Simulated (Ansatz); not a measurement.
This script makes a scan of the energy under strain of BaTiO3, space group P4mm with Ansatz 0.2.0 through its Python package.

The script, `batio3_strain.py`:
```python
import ansatz
import numpy as np

vectors0 = np.array([
    [3.9998, 0.0, 0.0],
    [0.0, 3.9998, 0.0],
    [0.0, 0.0, 4.018],
])
sites = [
    ("Ba", [0.0, 0.0, 0.0]),
    ("Ti", [0.5, 0.5, 0.49]),
    ("O", [0.5, 0.5, 0.019]),
    ("O", [0.5, 0.0, 0.517]),
    ("O", [0.0, 0.5, 0.517]),
]


def make_crystal(cell):
    crystal = ansatz.Crystal(lattice=ansatz.Lattice.of(cell))
    for symbol, position in sites:
        crystal = crystal.atom(symbol, position)
    return crystal


def main() -> None:
    values = np.linspace(-0.02, 0.02, 7)
    energies = []
    for d in values:
        strain = np.array([[0, d / 2, 0], [d / 2, 0, 0], [0, 0, 0]])
        cell = vectors0 @ (np.eye(3) + strain)
        base = (
            make_crystal(cell).calculation()
            .scf(max_iterations=150)
            .functional("r2scan")
            .basis(550, xc_grid=3)
            .occupations("Fixed")
            .kpoints(4, 4, 4)
        )
        data = base.run(threads=1, backend="cpu").report
        energies.append(data["free_energy_ev"] / len(sites))
    energies = np.array(energies)

    for value, e in zip(values, energies):
        print(f"strain {value:7.3f}   E - Emin = {1000 * (e - energies.min()):9.3f} meV/atom")
    curvature = 2 * np.polyfit(values, energies, 3)[1]
    volume = abs(np.linalg.det(vectors0)) / len(sites)
    print(f"d2E/dd2 over the volume: {curvature / volume * 160.21766:.1f} GPa")


if __name__ == "__main__":
    main()
```

How much energy does this shear strain cost, and what curvature follows?

Against the unstrained cell the energy per atom changes by +2.09 meV at one end of the scan and +2.09 meV at the other, and its second derivative over the volume is 130.1 GPa.

The run itself:

```console
$ python batio3_strain.py
strain  -0.020   E - Emin =     2.087 meV/atom
strain  -0.013   E - Emin =     0.928 meV/atom
strain  -0.007   E - Emin =     0.229 meV/atom
strain   0.000   E - Emin =     0.000 meV/atom
strain   0.007   E - Emin =     0.229 meV/atom
strain   0.013   E - Emin =     0.928 meV/atom
strain   0.020   E - Emin =     2.087 meV/atom
d2E/dd2 over the volume: 130.1 GPa
```

What to keep in mind:
- These settings explore the input space; cutoff and mesh may be short of convergence.
- The run is spin-unpolarised.
- The curvature belongs to this strain pattern and to the cell's stress; it equals a single elastic constant only for simple patterns.
- Of the deposited cell: the entry's cell lengths or inner coordinates differ somewhat from later room-temperature determinations.
- The starting cell is as deposited in a crystallographic database; the results hold for this polymorph, which needn't be the stable one.
- The ions keep their fractional positions (clamped ions).
- Timing: 26 s on 1 thread of Intel(R) Xeon(R) 6975P-C (Granite Rapids) (shared host), peak memory 0.48 GiB.

(Lines on the test bed's own set-up are left out of the output.)
